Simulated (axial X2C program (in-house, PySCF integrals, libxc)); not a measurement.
# A two-component session on WSi: properties at the nuclei

Aim: properties at the nuclei of WSi, with spin–orbit coupling in the Hamiltonian from the start.

Program: an in-house X2C program for linear molecules on PySCF integrals. Level of theory: two-component X2C with atomic mean-field terms, W dyall-cv3z, Si dyall-v3z. These are calculated values, not measurements.

## Step 1: The job

Contents of task.json:

```json
{"zs": [74, 14], "q": 0, "bas": ["dyall-cv3z", "dyall-v3z"], "r0": 2.53, "levels": ["PBE0", "HF", "B3LYP", "TPSSh", "LDA"], "nst": 3}
```

Keys: zs atomic numbers; q charge; bas basis sets; r0 starting distance in Å; levels methods (HF also brings MP2); nst determinants followed.

Launch:

```
$ python soeom.py task.json out
```

The runs that follow: Expectation values, lowest determinant; Expectation values, a higher determinant; Expectation values, a higher determinant.

Before running it: what results should come out? Wanted: lowest determinant; Eeff magnitude; Ws magnitude W; A∥/gI W; qzz W; higher determinant (for each run or level that gives them).

**Answer**, as computed:

```
                                        quantity                                            value
                              lowest determinant   Ω = 3 (excess of +ω over −ω: ω = 1/2, ω = 5/2)
                    Eeff magnitude (GV/cm), PBE0                                             21.7
                      Ws magnitude W (kHz), PBE0                                             6.52
                             A∥/gI W (MHz), PBE0                                             1010
                              qzz W (a.u.), PBE0                                            -0.06
                              higher determinant  Ω = 1 (excess of +ω over −ω: ω = -3/2, ω = 5/2)
Eeff magnitude (GV/cm), PBE0, higher determinant                                             22.9
  Ws magnitude W (kHz), PBE0, higher determinant                                             20.4
         A∥/gI W (MHz), PBE0, higher determinant                                             2770
          qzz W (a.u.), PBE0, higher determinant                                             0.03
                              higher determinant  Ω = 1 (excess of +ω over −ω: ω = -1/2, ω = 3/2)
Eeff magnitude (GV/cm), PBE0, higher determinant                                             26.8
  Ws magnitude W (kHz), PBE0, higher determinant                                             26.5
         A∥/gI W (MHz), PBE0, higher determinant                                            -1580
          qzz W (a.u.), PBE0, higher determinant                                            -5.49
```

In words: In the first state, the effective field runs from 15 to 37 GV/cm over the mean-field levels, so the levels don't agree on it. The expectation values come from single determinants, which for open shells can mix terms of unlike spin or miss the lowest Ω, so a determinant need not be a state. Eeff is the effective electric field on the electron dipole moment in this Ω state and Ws the scalar–pseudoscalar constant (defined with the proton number Z and per Ω); A∥ is the parallel hyperfine constant, which follows by multiplying with the nuclear g factor gI = μI/(I μN); qzz is the electric field gradient, eQq0 = 234.96 MHz × Q/barn × qzz; μ is positive if Si is the positive end. The operators were transformed with the bare-nucleus X2C matrices. A second determinant lies within 0.1 eV of the first, so their order is not settled at this level.
